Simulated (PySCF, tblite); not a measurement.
**C₄H₁₀NOSi₂ radical: geometry, infrared bands and EPR parameters**

What infrared bands and EPR parameters should C₄H₁₀NOSi₂ radical (`[H]/[C]=C\OC(=C)N([SiH3])[SiH3]`) show?

The runs use tblite 0.8.0 and PySCF 2.14.0, with density-fitted response routines of our own; the level of theory stands in each step. All values are computed, except where a source is named. Atoms are numbered from 0 throughout.

## Step 1: Starting geometry

18 atoms, charge 0, multiplicity 2; geometry from: force field or distance geometry start.

Bonds of the start (Å): C0–C1 1.30, C1–O2 1.35, O2–C3 1.40, C3–C4 1.35, C3–N5 1.41, N5–Si6 1.71, N5–Si7 1.72, C0–H8 1.06, C1–H9 1.09, C4–H10 1.09, C4–H11 1.08, Si6–H12 1.50, Si6–H13 1.48, Si6–H14 1.48, Si7–H15 1.49, Si7–H16 1.49, Si7–H17 1.47.

## Step 2: Geometry optimisation with GFN2-xTB

The job: settings as JSON, then the geometry in Å.

```
{"job": {"kind": "relax", "xc": "GFN2-xTB", "basis": "xTB"}, "charge": 0, "multiplicity": 2}
C      3.280400     1.505700     0.025000
C      2.356100     0.626600     0.261000
O      1.436400     0.387200    -0.702100
C      0.450200    -0.574600    -0.455900
C      0.826200    -1.862300    -0.612000
N     -0.831400    -0.130200    -0.086800
Si    -2.171600    -1.024300     0.476000
Si    -1.363100     1.508800    -0.111100
H      4.020500     2.237400    -0.185900
H      2.234200     0.094800     1.209300
H      1.837600    -2.096200    -0.933700
H      0.158600    -2.705700    -0.480000
H     -2.753900    -0.424300     1.719700
H     -3.187000    -1.125600    -0.596700
H     -1.742800    -2.392200     0.836500
H     -1.370700     2.037800     1.282300
H     -2.724900     1.621400    -0.708700
H     -0.463400     2.322100    -0.948600
```

Command:

```sh
$ OMP_NUM_THREADS=1 python probes_run.py task.json out
```

The driver reads the jobs from task.json and runs them one after another.

Log:

```text
step      E/eV     max force
  0    -652.83810    2.175
  1    -653.00587    0.914
  2    -653.04725    1.184
  3    -653.08851    0.584
  4    -653.14903    1.022
  5    -653.19824    0.635
  6    -653.21846    0.453
  7    -653.23945    0.282
  8    -653.25360    0.343
  9    -653.27101    0.298
 10    -653.28716    0.341
 11    -653.30839    0.515
 12    -653.33036    0.477
 13    -653.34824    0.400
 14    -653.35970    0.309
 15    -653.36848    0.218
 16    -653.37649    0.247
 17    -653.38265    0.202
 18    -653.38735    0.186
 19    -653.39279    0.233
 20    -653.39971    0.376
 21    -653.40798    0.255
 22    -653.41503    0.201
 23    -653.41944    0.133
 24    -653.42290    0.179
 25    -653.42736    0.200
 26    -653.43172    0.180
 27    -653.43656    0.177
 28    -653.44202    0.179
 29    -653.44843    0.211
 30    -653.45559    0.269
 31    -653.46422    0.260
 32    -653.47474    0.262
 33    -653.48741    0.321
 34    -653.49850    0.364
 35    -653.50816    0.263
 36    -653.51446    0.194
 37    -653.52107    0.136
 38    -653.52600    0.146
 39    -653.52989    0.124
 40    -653.53215    0.115
 41    -653.53434    0.095
 42    -653.53691    0.112
 43    -653.53949    0.137
 44    -653.54175    0.104
 45    -653.54398    0.125
 46    -653.54659    0.129
 47    -653.54945    0.131
 48    -653.55221    0.119
 49    -653.55474    0.102
 50    -653.55744    0.128
 51    -653.56047    0.158
 52    -653.56337    0.161
 53    -653.56536    0.118
 54    -653.56667    0.082
 55    -653.56781    0.080
 56    -653.56932    0.104
 57    -653.57108    0.109
 58    -653.57302    0.128
 59    -653.57487    0.135
 60    -653.57643    0.096
 61    -653.57759    0.090
 62    -653.57853    0.079
 63    -653.57940    0.087
 64    -653.58037    0.092
 65    -653.58149    0.079
 66    -653.58249    0.065
 67    -653.58325    0.073
 68    -653.58395    0.080
 69    -653.58471    0.077
 70    -653.58569    0.107
 71    -653.58709    0.134
 72    -653.58918    0.139
 73    -653.59201    0.128
 74    -653.59521    0.117
 75    -653.59793    0.100
 76    -653.59991    0.098
 77    -653.60133    0.100
 78    -653.60356    0.091
 79    -653.60682    0.106
 80    -653.60911    0.091
 81    -653.61081    0.099
 82    -653.61211    0.095
 83    -653.61368    0.102
 84    -653.61589    0.140
 85    -653.61925    0.161
 86    -653.62299    0.168
 87    -653.62607    0.122
 88    -653.62829    0.102
 89    -653.62943    0.154
 90    -653.63152    0.206
 91    -653.63345    0.130
 92    -653.63635    0.078
 93    -653.63719    0.068
 94    -653.63793    0.054
 95    -653.63843    0.042
 96    -653.63861    0.034
 97    -653.63883    0.035
 98    -653.63904    0.036
 99    -653.63920    0.030
100    -653.63937    0.031
101    -653.63954    0.022
102    -653.63967    0.026
103    -653.63975    0.018
104    -653.63979    0.016
105    -653.63984    0.019
106    -653.63993    0.022
107    -653.64004    0.026
108    -653.64016    0.021
109    -653.64026    0.019
110    -653.64033    0.020
111    -653.64040    0.020
112    -653.64051    0.026
113    -653.64068    0.032
114    -653.64090    0.045
115    -653.64115    0.042
116    -653.64139    0.044
117    -653.64160    0.044
118    -653.64185    0.044
119    -653.64219    0.057
120    -653.64259    0.049
121    -653.64292    0.038
122    -653.64315    0.027
123    -653.64333    0.031
124    -653.64353    0.035
125    -653.64386    0.049
126    -653.64438    0.057
127    -653.64515    0.059
128    -653.64600    0.057
129    -653.64669    0.065
130    -653.64701    0.093
131    -653.64747    0.053
132    -653.64784    0.042
133    -653.64820    0.030
134    -653.64834    0.032
135    -653.64856    0.040
136    -653.64878    0.050
137    -653.64912    0.057
138    -653.64952    0.048
139    -653.64992    0.034
140    -653.65015    0.024
141    -653.65027    0.032
142    -653.65034    0.031
143    -653.65044    0.023
144    -653.65054    0.018
145    -653.65063    0.024
146    -653.65073    0.026
147    -653.65087    0.028
148    -653.65104    0.029
149    -653.65118    0.029
150    -653.65128    0.031
151    -653.65136    0.022
152    -653.65145    0.022
153    -653.65157    0.036
154    -653.65173    0.043
155    -653.65196    0.072
156    -653.65218    0.041
157    -653.65245    0.033
158    -653.65265    0.026
159    -653.65273    0.021
160    -653.65280    0.024
161    -653.65292    0.025
162    -653.65301    0.021
163    -653.65309    0.018
164    -653.65316    0.020
165    -653.65326    0.025
166    -653.65338    0.024
167    -653.65349    0.023
168    -653.65356    0.019
169    -653.65360    0.016
170    -653.65365    0.016
171    -653.65371    0.018
172    -653.65376    0.020
173    -653.65382    0.017
174    -653.65386    0.012
175    -653.65389    0.011
176    -653.65391    0.009
```

It took 1.5 s on 1 thread of Arm Neoverse V1, shared host.

Along the way: (not every step is listed)

| step | energy from step 0 (eV) | largest force (eV/Å) |
| --- | --- | --- |
| 0 | 0.0000 | 2.1755 |
| 1 | -0.1678 | 0.9143 |
| 2 | -0.2091 | 1.1842 |
| 3 | -0.2504 | 0.5840 |
| 4 | -0.3109 | 1.0220 |
| 5 | -0.3601 | 0.6355 |
| 6 | -0.3804 | 0.4529 |
| 7 | -0.4013 | 0.2821 |
| 8 | -0.4155 | 0.3435 |
| 24 | -0.5848 | 0.1794 |
| 40 | -0.6940 | 0.1150 |
| 56 | -0.7312 | 0.1039 |
| 72 | -0.7511 | 0.1387 |
| 88 | -0.7902 | 0.1021 |
| 104 | -0.8017 | 0.0165 |
| 120 | -0.8045 | 0.0493 |
| 136 | -0.8107 | 0.0500 |
| 152 | -0.8133 | 0.0220 |
| 168 | -0.8155 | 0.0188 |
| 171 | -0.8156 | 0.0179 |
| 172 | -0.8157 | 0.0196 |
| 173 | -0.8157 | 0.0168 |
| 174 | -0.8158 | 0.0122 |
| 175 | -0.8158 | 0.0107 |
| 176 | -0.8158 | 0.0092 |

Distances of close pairs at the start and the end, largest changes first:

| bond | before (Å) | after (Å) | change (Å) |
| --- | --- | --- | --- |
| Si6–H12 | 1.499 | 1.457 | -0.042 |
| N5–Si7 | 1.723 | 1.761 | +0.038 |
| C3–N5 | 1.406 | 1.369 | -0.036 |
| N5–Si6 | 1.707 | 1.742 | +0.035 |
| C1–O2 | 1.353 | 1.384 | +0.031 |
| Si7–H15 | 1.490 | 1.462 | -0.029 |
| Si7–H16 | 1.491 | 1.463 | -0.029 |
| O2–C3 | 1.399 | 1.376 | -0.024 |

The final coordinates are the input of the step that follows.

## Step 3: Harmonic vibrations with GFN2-xTB

The job: settings as JSON, then the geometry in Å.

```
{"job": {"kind": "ir", "xc": "GFN2-xTB", "basis": "xTB"}, "charge": 0, "multiplicity": 2}
C      3.312735     1.429745    -0.269618
C      2.417127     0.570331     0.093282
O      1.085969     0.621842    -0.280390
C      0.295040    -0.494524    -0.137879
C      0.759379    -1.739707    -0.216168
N     -0.995882    -0.084101     0.063252
Si    -2.302130    -1.236259     0.064588
Si    -1.095414     1.666725     0.224493
H      3.439448     2.321092    -0.831279
H      2.655135    -0.266070     0.747633
H      1.791184    -1.939557    -0.438934
H      0.111273    -2.582424    -0.084906
H     -3.524679    -0.451572     0.173233
H     -2.256078    -1.992209    -1.188777
H     -2.145991    -2.127691     1.219596
H     -0.316154     2.099354     1.383066
H     -2.516524     1.887625     0.491282
H     -0.723197     2.323717    -1.024131
```

Log:

```text
mode    cm-1     km/mol
  1      30.1      0.46
  2      66.7      0.34
  3      93.1      1.13
  4     144.5      2.23
  5     154.9      3.09
  6     191.4      0.79
  7     219.0      2.89
  8     265.4      5.55
  9     273.7      0.34
 10     351.2     11.58
 11     414.7     31.50
 12     447.3     25.00
 13     535.6     28.01
 14     560.4     26.35
 15     566.7     16.49
 16     577.1      7.39
 17     590.3     62.95
 18     621.2    135.33
 19     650.1     22.13
 20     659.7    114.94
 21     687.5     49.66
 22     748.2      3.10
 23     759.1    276.82
 24     777.1    159.39
 25     783.4     74.44
 26     794.8    492.57
 27     825.1    205.11
 28     845.0    422.71
 29     900.0     34.47
 30     931.2     41.02
 31     971.0    177.01
 32    1026.6    211.46
 33    1057.5      8.66
 34    1230.9      7.00
 35    1265.1    356.96
 36    1402.0     43.95
 37    1683.6     92.59
 38    1695.1    293.21
 39    2216.8    299.19
 40    2243.5    264.58
 41    2256.1    247.19
 42    2273.4    359.31
 43    2294.0    176.98
 44    2314.3    381.42
 45    2953.9     18.54
 46    3135.1      4.81
 47    3179.2     26.52
 48    3236.1      1.30
```

It took 0.78 s on 1 thread of Arm Neoverse V1, shared host.

The strongest bands and the atoms that carry them (share of the mass-weighted mode):

| cm⁻¹ | km/mol | atoms |
| --- | --- | --- |
| 759 | 276.8 | H15 44 %, H17 41 % |
| 795 | 492.6 | H14 29 %, H13 27 %, H12 23 % |
| 845 | 422.7 | H16 31 %, H15 29 %, H17 17 % |
| 1265 | 357.0 | C3 51 %, N5 31 % |
| 1695 | 293.2 | C3 53 %, C4 31 % |
| 2217 | 299.2 | H14 94 % |
| 2273 | 359.3 | H15 52 %, H16 32 %, H17 10 % |
| 2314 | 381.4 | H12 92 % |

## Step 4: g tensor and hyperfine couplings: B3LYP/pcH-1

Settings changed since step 3:

```diff
@@ -1,2 +1,2 @@
-{"job": {"kind": "ir", "xc": "GFN2-xTB", "basis": "xTB"}, "charge": 0, "multiplicity": 2}
+{"job": {"kind": "epr", "basis": "pcH-1"}, "charge": 0, "multiplicity": 2}
 C      3.312735     1.429745    -0.269618
```

With the program's defaults for keys left out, this is: UKS B3LYP, pcH-1 on C H N O Si, non-relativistic, mean-field spin-orbit, GIAO.

Log:

```text
UKS, coarse grid
  cycle   1  E = -867.24143537  |g| = 4.90e-01
  cycle   2  E = -867.18097736  |g| = 6.27e-01
  cycle   3  E = -867.32984859  |g| = 8.11e-02
  cycle   4  E = -867.33152084  |g| = 4.46e-02
  cycle   5  E = -867.33233029  |g| = 1.68e-02
  cycle   6  E = -867.33247737  |g| = 4.52e-03
  cycle   7  E = -867.33250065  |g| = 2.27e-03
  cycle   8  E = -867.33251007  |g| = 1.81e-03
  cycle   9  E = -867.33251382  |g| = 6.09e-04
UKS, final grid
  cycle   1  E = -867.33252604  |g| = 7.99e-04
  cycle   2  E = -867.33252559  |g| = 1.42e-03
  cycle   3  E = -867.33252654  |g| = 1.69e-04
  cycle   4  E = -867.33252659  |g| = 1.37e-04
  cycle   5  E = -867.33252664  |g| = 7.49e-05
  cycle   6  E = -867.33252664  |g| = 1.85e-05
E = -867.33252664 Eh   <S^2> = 0.7586 (exact 0.7500)
g shifts (ppm)      1          2          3
  rmc          -155       -155       -155
  gc             37          9        -47
  oz_so        -640         51        470
  total        -758        -96        268
hyperfine (MHz)  atom isotope    a_iso     a_fc   dipolar eigenvalues
    0   13C     335.65     335.79    -82.74    -60.91    143.65
    1   13C      48.17      48.16    -17.93      3.71     14.21
    2   17O     -71.31     -71.31    -17.61      6.25     11.36
    3   13C       3.29       3.29     -1.32     -0.80      2.13
    4   13C       0.17       0.17     -0.90     -0.01      0.91
    5   14N       1.41       1.41     -0.27     -0.25      0.53
    6  29Si      -1.03      -1.03     -0.65      0.31      0.34
    7  29Si      -1.24      -1.24     -0.29      0.11      0.18
    8    1H      17.35      17.36    -33.42     -7.43     40.85
    9    1H      79.14      79.14     -7.07     -3.88     10.95
   10    1H       2.19       2.19     -1.44     -1.14      2.57
   11    1H       1.54       1.54     -0.61     -0.40      1.00
   12    1H       0.25       0.25     -0.26     -0.22      0.47
   13    1H      -0.20      -0.20     -0.30     -0.27      0.57
   14    1H       0.37       0.37     -0.30     -0.24      0.54
   15    1H       0.55       0.55     -1.06     -0.92      1.98
   16    1H       0.59       0.59     -0.40     -0.34      0.74
   17    1H      -0.05      -0.05     -1.07     -0.86      1.93
```

Run time: 2.3 min. Hardware: 1 thread of Arm Neoverse V1, shared host; peak memory 1.1 GiB.

Principal g values 2.00156, 2.00222, 2.00259; g(iso) = 2.00212, against 2.00232 for a free electron.

Mean a(iso) over the nuclei that a row names, and the largest dipolar term of the row (other rows stand at the frozen geometry):

| nuclei | isotope | a(iso) (MHz) | a(iso) (G, at g = 2.0023) | largest dipolar term (MHz) |
| --- | --- | --- | --- | --- |
| C0 | 13C | 335.6 | 119.8 | 143.6 |
| H9 | 1H | 79.1 | 28.2 | 10.9 |
| O2 | 17O | -71.3 | -25.4 | -17.6 |
| C1 | 13C | 48.2 | 17.2 | -17.9 |
| H8 | 1H | 17.4 | 6.2 | 40.8 |
| C3 | 13C | 3.3 | 1.2 | 2.1 |
| H10 | 1H | 2.2 | 0.8 | 2.6 |
| H11 | 1H | 1.5 | 0.5 | 1.0 |
| N5 | 14N | 1.4 | 0.5 | 0.5 |
| Si6, Si7 | 29Si | -1.1 | -0.4 | -0.6 |
| H12, H13, H14, H15, H16, H17 | 1H | 0.3 | 0.1 | 2.0 |
| C4 | 13C | 0.2 | 0.1 | 0.9 |

Mulliken spin populations:

C0 1.06; C1 -0.13; O2 0.03; C3 0.01; C4 0.00; N5 0.00; Si6 0.00; Si7 0.00; H8 0.00; H9 0.03; H10 0.00; H11 0.00; H12 0.00; H13 0.00; H14 0.00; H15 0.00; H16 0.00; H17 0.00

In first order the couplings over 0.8 MHz of 1H, 14N give 48 distinct lines over 36.8 G, if the averaged nuclei exchange fast; the same motion can average rows kept apart here too.

Orbitals, density, ELF and potential are computed afterwards from the orbital file.

ELF in a plane through or near 12 of the atoms.

Values, 10 rows by 14 columns:
```
0.00 0.00 0.00 0.00 0.00 0.00 0.00 0.00 0.00 0.00 0.00 0.00 0.00 0.00
0.00 0.00 0.00 0.00 0.00 0.00 0.01 0.02 0.39 0.67 0.01 0.00 0.00 0.00
0.00 0.00 0.00 0.00 0.00 0.01 0.19 0.19 0.99 1.00 0.12 0.00 0.00 0.00
0.00 0.00 0.14 0.21 0.03 0.01 0.31 0.80 0.61 0.56 0.24 0.77 0.01 0.00
0.00 0.03 0.76 0.82 0.46 0.62 0.64 0.71 0.74 0.21 1.00 1.00 0.16 0.00
0.00 0.16 0.84 0.35 0.56 0.84 0.85 0.76 0.80 0.44 0.11 0.34 0.01 0.00
0.00 0.01 0.55 0.36 0.55 0.09 0.52 0.72 0.03 0.28 0.42 0.05 0.00 0.00
0.00 0.00 0.00 0.00 0.01 0.79 0.98 0.90 0.99 0.01 0.03 0.00 0.00 0.00
0.00 0.00 0.00 0.00 0.00 0.38 0.45 0.17 0.65 0.00 0.00 0.00 0.00 0.00
0.00 0.00 0.00 0.00 0.00 0.00 0.00 0.00 0.00 0.00 0.00 0.00 0.00 0.00
```
The map spans 13.4 Å across and 10.6 Å up, centred on the molecule. Atoms in the plane (x, y in Å): C0 (-3.6, 0.1), C1 (-2.5, -0.3), O2 (-1.3, 0.2), C3 (-0.1, -0.6), C4 (-0.1, -1.9), N5 (1.0, 0.3), Si6 (2.6, -0.3), Si7 (0.4, 2.0), H10 (-1.0, -2.5), H11 (0.8, -2.5), H12 (3.5, 0.9), H16 (1.7, 2.7).

On the surface of density 0.002 e/bohr³ the electrostatic potential runs, from the 1st to the 99th percentile, from -0.68 V near C4 to 1.35 V near H8.

The spin density lies nearest to C0 74 %; H8 9 %; C1 7 % (beta excess).

## Step 5: Outcome

```
                                                                  quantity                 value
                                 strongest single infrared mode (GFN2-xTB)  795 cm⁻¹, 493 km/mol
                                              zero-point energy (GFN2-xTB)         74.2 kcal/mol
                                                            g(iso) (B3LYP)               2.00212
                                                                      ⟨S²⟩    0.759 (exact 0.75)
                                        largest a(iso) (averaged by class)  13C on C0, 335.6 MHz
potential on the surface of density 0.002 e/bohr³, 1st and 99th percentile    -0.68 V and 1.35 V
```

What this shows: Relaxing lowered the energy by 0.816 eV in 176 steps; the close pair that moved most is Si6–H12, from 1.499 to 1.457 Å. The frame itself reshapes: Si6···Si7 goes from 2.72 to 3.15 Å. No mode is imaginary among the 48: a minimum at this level. The strongest single mode, at 795 cm⁻¹, is spread over several atoms, H14, H13, H12 among them. Unscaled tight-binding wavenumbers are off by several per cent, some by more. Its intensities can rank the bands wrongly. C0 carries the largest spin population, 1.06 e. The isotropic g lies 0.2 ppt below the free-electron value. These values are for one conformer; the search (at its own cheap level) found 1 more, at 0.54 kcal/mol, and measured spectra average over such forms.
